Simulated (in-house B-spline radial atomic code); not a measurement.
# W¹⁸⁺: excited configurations in jj coupling

Aim: the energies of several excited configurations of W¹⁸⁺ above a reference configuration, each from its own self-consistent run.

Method: Dirac-Hartree-Fock, average of configuration, Fermi nucleus, basis-set limit. Code: in-house B-spline radial atomic code version 1.

**1. The atom as given**

| Item | Value |
| --- | --- |
| element | tungsten (Z = 74) |
| charge | +18 |
| electrons | 56 |
| configuration | 1s2 2s2 2p6 3s2 3p6 3d10 4s2 4p6 4d10 4f-6 4f+4 |
| Hamiltonian | Dirac-Coulomb |
| nucleus | Fermi, rms radius 5.366 fm |

In configurations, a minus sign after the shell means j = l − 1/2 and a plus sign j = l + 1/2; the count of electrons follows.

Settings of the run:

```ini
Z = 74
electrons = 56.0
configuration = 1s2 2s2 2p6 3s2 3p6 3d10 4s2 4p6 4d10 4f-6 4f+4
hamiltonian = dirac
method = hf
spin_polarised = False
nucleus = fermi
rms_radius = 5.3658
mass_number = 184
atomic_mass = 183.95093318
speed_of_light = 137.035999084
```

This reference run was done before. Its total energy is -16036.409790 hartree, and its levels are (the highest eight at most):

```tsv
orbital	occupation	energy (eV)	<r> (bohr)
3d5/2	6	-2288.95	0.1839
4s1/2	2	-1046.36	0.4443
4p1/2	2	-944.13	0.4481
4p3/2	4	-868.12	0.4765
4d3/2	4	-700.40	0.4848
4d5/2	6	-679.03	0.4951
4f5/2	6	-467.77	0.5079
4f7/2	4	-462.54	0.5137
```

**2. Run with 1s2 2s2 2p6 3s2 3p6 3d10 4s2 4p6 4d10 4f-4 4f+5 7p-1**

Changes to the settings of step 1:

```diff
@@ -2,3 +2,3 @@
 electrons = 56.0
-configuration = 1s2 2s2 2p6 3s2 3p6 3d10 4s2 4p6 4d10 4f-6 4f+4
+configuration = 1s2 2s2 2p6 3s2 3p6 3d10 4s2 4p6 4d10 4f-4 4f+5 7p-1
 hamiltonian = dirac
```

From the run's result record (rounded, not every field):

```text
{
  "status": "converged",
  "scf [iteration, energy, orbital gradient]": [
    [1, -15912.8614594, 3.41],
    [2, -16000.4601754, 1.72],
    [3, -16022.8278984, 0.498],
    [4, -16024.9320018, 0.138],
    [5, -16025.0636633, 0.0683],
    [6, -16025.1045817, 0.00439],
    [7, -16025.1046693, 0.000395],
    [8, -16025.10467, 2.44e-05],
    [9, -16025.10467, 1.05e-06],
    [10, -16025.10467, 1.21e-08]
  ],
  "energy [hartree]": {"total": -16025.10467, "kinetic": 18054.9003824, "nuclear": -39058.9177158, "coulomb": 5276.88711362, "exact_exchange": -297.974450141},
  "breit [hartree]": {"gaunt": 19.1732, "retardation": -2.028735, "frequency_dependence": -0.3330032},
  "qed [hartree]": {"self_energy": 13.99207, "uehling": -2.626335, "wichmann_kroll": 0.1042929},
  "recoil [hartree]": 0.02966618,
  "total_with_corrections [hartree]": -15996.7935154,
  "orbitals [hartree, bohr; first row names the columns]": [
    ["name", "occ", "eps", "<r>"],
    ["1s1/2", 2.0, -2588.728, 0.018346],
    ["2s1/2", 2.0, -466.1781, 0.076898],
    ["2p1/2", 2.0, -445.61606, 0.063732],
    ["2p3/2", 4.0, -395.79831, 0.071649],
    ["3s1/2", 2.0, -122.94128, 0.19997],
    ["3p1/2", 2.0, -113.8318, 0.19027],
    ["3p3/2", 4.0, -102.86926, 0.20475],
    ["3d3/2", 4.0, -87.752226, 0.17946],
    ["3d5/2", 6.0, -85.385319, 0.1839],
    ["4s1/2", 2.0, -39.516239, 0.44263],
    ["4p1/2", 2.0, -35.671963, 0.44604],
    ["4p3/2", 4.0, -32.962184, 0.47398],
    ["4d3/2", 4.0, -26.584636, 0.48145],
    ["4d5/2", 6.0, -26.039994, 0.49077],
    ["4f5/2", 4.0, -18.165101, 0.49912],
    ["4f7/2", 5.0, -18.050245, 0.5037],
    ["7p1/2", 1.0, -5.8950802, 2.3877]
  ],
  "sum_r [bohr^k]": {"-1": 527.8527, "1": 19.47159, "2": 14.44201},
  "energy_minus_base [hartree]": 11.3051201,
  "energy_minus_base_with_corrections [hartree]": 11.3042498
}
```

It took 2.1 s on 1 thread, shared host.

energy_minus_base is the energy less that of the reference run.

**3. Run with 1s2 2s2 2p6 3s2 3p6 3d10 4s2 4p6 4d10 4f-2 4f+8**

Changes to the settings of step 2:

```diff
@@ -2,3 +2,3 @@
 electrons = 56.0
-configuration = 1s2 2s2 2p6 3s2 3p6 3d10 4s2 4p6 4d10 4f-4 4f+5 7p-1
+configuration = 1s2 2s2 2p6 3s2 3p6 3d10 4s2 4p6 4d10 4f-2 4f+8
 hamiltonian = dirac
```

Results of the run:

```text
{
  "status": "converged",
  "scf [iteration, energy, orbital gradient]": [
    [1, -15923.5789411, 3.42],
    [2, -16008.2182198, 1.86],
    [3, -16033.6868625, 0.497],
    [4, -16035.9072631, 0.14],
    [5, -16036.0282823, 0.069],
    [6, -16036.0708438, 0.00485],
    [7, -16036.0709437, 0.000593],
    [8, -16036.0709453, 4.11e-05],
    [9, -16036.0709453, 1.29e-06],
    [10, -16036.0709453, 2.69e-08]
  ],
  "energy [hartree]": {"total": -16036.0709453, "kinetic": 18064.4051733, "nuclear": -39138.571371, "coulomb": 5340.01192968, "exact_exchange": -301.916677259},
  "breit [hartree]": {"gaunt": 19.15937, "retardation": -2.027893, "frequency_dependence": -0.3329806},
  "qed [hartree]": {"self_energy": 13.99164, "uehling": -2.626159, "wichmann_kroll": 0.1042855},
  "recoil [hartree]": 0.02965515,
  "total_with_corrections [hartree]": -16007.7730188,
  "orbitals [hartree, bohr; first row names the columns]": [
    ["name", "occ", "eps", "<r>"],
    ["1s1/2", 2.0, -2587.6386, 0.018345],
    ["2s1/2", 2.0, -465.04076, 0.076895],
    ["2p1/2", 2.0, -444.48429, 0.063728],
    ["2p3/2", 4.0, -394.66607, 0.071645],
    ["3s1/2", 2.0, -121.75521, 0.19999],
    ["3p1/2", 2.0, -112.58417, 0.19021],
    ["3p3/2", 4.0, -101.72382, 0.20483],
    ["3d3/2", 4.0, -86.466801, 0.17926],
    ["3d5/2", 6.0, -84.286214, 0.18411],
    ["4s1/2", 2.0, -38.472103, 0.4442],
    ["4p1/2", 2.0, -34.510942, 0.44807],
    ["4p3/2", 4.0, -32.015941, 0.47627],
    ["4d3/2", 4.0, -25.369853, 0.48566],
    ["4d5/2", 6.0, -25.222741, 0.49412],
    ["4f5/2", 2.0, -17.085435, 0.50885],
    ["4f7/2", 8.0, -17.101114, 0.51222]
  ],
  "sum_r [bohr^k]": {"-1": 528.9291, "1": 17.73839, "2": 8.575556},
  "energy_minus_base [hartree]": 0.33884472,
  "energy_minus_base_with_corrections [hartree]": 0.32474638
}
```

Wall time 1.4 s (1 thread, shared host).

**4. 1s2 2s2 2p6 3s2 3p6 3d10 4s2 4p6 4d10 4f-5 4f+5**

Changes to the settings of step 3:

```diff
@@ -2,3 +2,3 @@
 electrons = 56.0
-configuration = 1s2 2s2 2p6 3s2 3p6 3d10 4s2 4p6 4d10 4f-2 4f+8
+configuration = 1s2 2s2 2p6 3s2 3p6 3d10 4s2 4p6 4d10 4f-5 4f+5
 hamiltonian = dirac
```

Results of the run:

```text
{
  "status": "converged",
  "scf [iteration, energy, orbital gradient]": [
    [1, -15923.7313629, 3.4],
    [2, -16007.8003796, 1.78],
    [3, -16033.8365228, 0.486],
    [4, -16036.0879219, 0.128],
    [5, -16036.2047987, 0.069],
    [6, -16036.2484402, 0.00479],
    [7, -16036.2485457, 0.000545],
    [8, -16036.2485471, 3.29e-05],
    [9, -16036.2485471, 1.04e-06],
    [10, -16036.2485471, 2.62e-08]
  ],
  "energy [hartree]": {"total": -16036.2485471, "kinetic": 18065.1262548, "nuclear": -39140.7167492, "coulomb": 5339.79149569, "exact_exchange": -300.449548413},
  "breit [hartree]": {"gaunt": 19.16936, "retardation": -2.027843, "frequency_dependence": -0.3328812},
  "qed [hartree]": {"self_energy": 13.9904, "uehling": -2.626143, "wichmann_kroll": 0.1042849},
  "recoil [hartree]": 0.02965356,
  "total_with_corrections [hartree]": -16007.9417148,
  "orbitals [hartree, bohr; first row names the columns]": [
    ["name", "occ", "eps", "<r>"],
    ["1s1/2", 2.0, -2587.6088, 0.018345],
    ["2s1/2", 2.0, -465.00833, 0.076894],
    ["2p1/2", 2.0, -444.45428, 0.063729],
    ["2p3/2", 4.0, -394.63224, 0.071644],
    ["3s1/2", 2.0, -121.72666, 0.19999],
    ["3p1/2", 2.0, -112.63193, 0.19032],
    ["3p3/2", 4.0, -101.65141, 0.20477],
    ["3d3/2", 4.0, -86.572713, 0.17956],
    ["3d5/2", 6.0, -84.16259, 0.18392],
    ["4s1/2", 2.0, -38.459906, 0.44427],
    ["4p1/2", 2.0, -34.651945, 0.44808],
    ["4p3/2", 4.0, -31.932943, 0.47646],
    ["4d3/2", 4.0, -25.648892, 0.48502],
    ["4d5/2", 6.0, -25.022943, 0.49484],
    ["4f5/2", 5.0, -17.16589, 0.50811],
    ["4f7/2", 5.0, -17.025515, 0.5133]
  ],
  "sum_r [bohr^k]": {"-1": 528.9581, "1": 17.7327, "2": 8.569601},
  "energy_minus_base [hartree]": 0.161242887,
  "energy_minus_base_with_corrections [hartree]": 0.156050379
}
```

Wall time 1.4 s (1 thread, shared host).

**5. The excitation energies**

| net move | configuration | energy above the reference (eV) | with Breit, QED, recoil (eV) | largest <r> (bohr) |
| --- | --- | --- | --- | --- |
| 4f5/2 → 4f7/2 | 1s2 2s2 2p6 3s2 3p6 3d10 4s2 4p6 4d10 4f-5 4f+5 | 4.388 | 4.246 | 0.513 |
| 4×4f5/2 → 4×4f7/2 | 1s2 2s2 2p6 3s2 3p6 3d10 4s2 4p6 4d10 4f-2 4f+8 | 9.220 | 8.837 | 0.512 |
| 2×4f5/2 → 4f7/2, 7p1/2 | 1s2 2s2 2p6 3s2 3p6 3d10 4s2 4p6 4d10 4f-4 4f+5 7p-1 | 307.63 | 307.60 | 2.39 |

**Reading.** The energies run from 4.388 eV (4f5/2 → 4f7/2) to 307.63 eV (2×4f5/2 → 4f7/2, 7p1/2). These are averages over configurations, without correlation, not spectroscopic levels.
